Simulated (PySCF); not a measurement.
**A diatomic session: SrBr+**

What are the lowest state that PBE0 finds, the bond length, vibrational wavenumber and bond energy of SrBr+, and how much do these hang on the method?

The runs use PySCF 2.14.0; Sr def2-SVP with ECP28, Br def2-SVP, scalar-relativistic core potentials.

### Step 1. Input

A driver script around PySCF takes these settings:

```
atoms                         : Sr, Br
charge                        : 1
basis                         : Sr def2-SVP with ECP28, Br def2-SVP
Hamiltonian                   : scalar-relativistic core potentials
basis functions               : 55
electrons treated             : 44
masses in u                   : 87.9056, 78.9183
levels                        : PBE0, PBE, r²SCAN, MN15, M06, BLYP, HF, MP2, SCS-MP2, CCSD, CCSD(T)
grid                          : 80 radial by 434 angular points
occupations                   : held fixed by the projection of orbital angular momentum
dissociation limit            : Sr+ + Br, each in its ground configuration
starting distance in angstrom : 2.925
values of 2S to try           : 0, 2
```

Started as:

```bash
> OMP_NUM_THREADS=1 python dia.py task.json out
```

Further steps of the session: First curve: PBE0; Higher solutions at PBE0; PBE (GGA); r²SCAN (meta-GGA); MN15 (hybrid meta-GGA); M06; BLYP; RHF (mean field); Adding correlation.

What does the calculation give? Wanted: for each run, Re; ωe; De; μ.

As calculated:

Lowest PBE0 solution found, without spin–orbit coupling: ¹Σ⁺ (singlet), closed shell. State 2 has its PBE0 minimum 3.49 eV higher. The other levels ran on the lowest alone.

| level | Re (Å) | ωe (cm⁻¹) | De (eV) | μ (D) |
| --- | --- | --- | --- | --- |
| RHF | 2.709 | 255.3 | 2.70 | -13.54 |
| RHF-MP2 | 2.676 | 262.9 | 3.51 | n/a |
| RHF-SCS-MP2 | 2.682 | 261.2 | 3.43 | n/a |
| RHF-CCSD | 2.682 | 261.3 | 3.33 | n/a |
| RHF-CCSD(T) | 2.682 | 260.7 | 3.38 | n/a |
| PBE | 2.652 | 259.8 | 3.93 | -11.04 |
| BLYP | 2.671 | 254.6 | 3.69 | -11.02 |
| r²SCAN | 2.657 | 263.2 | 4.01 | -11.79 |
| PBE0 | 2.649 | 264.3 | 3.84 | -11.72 |
| M06 | 2.650 | 265.0 | 3.94 | -11.84 |
| MN15 | 2.646 | 265.8 | 3.81 | -11.96 |

De is counted to Sr+ + Br in their ground configurations. A positive dipole points from Sr to Br; in an ion it is taken about the centre of mass and does not tell which atom is negative.

Differences from CCSD(T) in the same basis:

| level | Re (mÅ) | ωe (%) |
| --- | --- | --- |
| RHF | +28 | -2.1 |
| RHF-MP2 | -5 | +0.8 |
| RHF-SCS-MP2 | +1 | +0.2 |
| RHF-CCSD | 0 | +0.2 |
| PBE | -29 | -0.4 |
| BLYP | -10 | -2.3 |
| r²SCAN | -24 | +0.9 |
| PBE0 | -32 | +1.4 |
| M06 | -32 | +1.6 |
| MN15 | -35 | +1.9 |

Judged by CCSD(T) in the same basis: best bond length RHF-CCSD (0 mÅ), worst MN15 (-35 mÅ); best wavenumber RHF-SCS-MP2 and RHF-CCSD (+0.2 %), worst BLYP (-2.3 %). CCSD(T) in a basis this small is itself some way from its limit, more so than the functionals. Among the levels with a De in the table, it runs from 2.70 eV (RHF) to 4.01 eV (r²SCAN).

Correlated steps freeze 9 core orbitals. Spin–orbit coupling is left out.
